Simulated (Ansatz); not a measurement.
# BF3H2: the cost of one run

The runs use Ansatz 0.2.0, Gaussian basis; PBE0-D4/def2-SVP.

1 further run of the same task is left out (it didn't finish).

## (1) The system as given

The start, a first-order saddle point found at PBE0-D4 in triple zeta: 6 atoms, charge 0, spin multiplicity 1.

Atoms are counted from 1 here; the program's logs count them from 0.

Bond lengths: B1–H2 1.335 Å, B1–F3 1.323 Å, B1–F4 1.323 Å, H5–F6 1.137 Å. Angles: H2–B1–F3 112.2°, H2–B1–F4 112.2°, F3–B1–F4 120.5°.

As a file:

```
B    -0.2799   -0.1693   -0.1989
H     0.5228    0.8295   -0.5724
F    -0.0199   -1.2897   -0.8532
F    -1.5288    0.2323   -0.0255
H     0.8197    0.5763    0.4346
F     0.4862   -0.1790    1.2155
```

## (2) The run

md/in.yaml reads:

```yaml
crystal:
  periodic: [false, false, false]
  atoms:
    - {symbol: B, position_ang: [-0.279911, -0.169308, -0.198936]}
    - {symbol: H, position_ang: [0.522752, 0.829501, -0.572364]}
    - {symbol: F, position_ang: [-0.019915, -1.289731, -0.853198]}
    - {symbol: F, position_ang: [-1.528769, 0.232274, -0.025476]}
    - {symbol: H, position_ang: [0.819739, 0.576304, 0.434568]}
    - {symbol: F, position_ang: [0.486203, -0.179041, 1.215506]}
basis:
  gaussian: {orbitals: def2-SVP}
hamiltonian: {xc: pbe0, dispersion: d4}
md: {n_steps: 60, timestep: 0.25, temperature: 1500, ensemble: nve, seed: 191, initial_velocities: maxwell_boltzmann}
```

Run with:

```console
$ ansatz run in.yaml --threads 2 --pin off --events-out ev --progress --plain --max-ram 4352MiB
```

**Question.** How long does this run take on 2 threads of Arm Neoverse V1, shared host?

About 57 s.
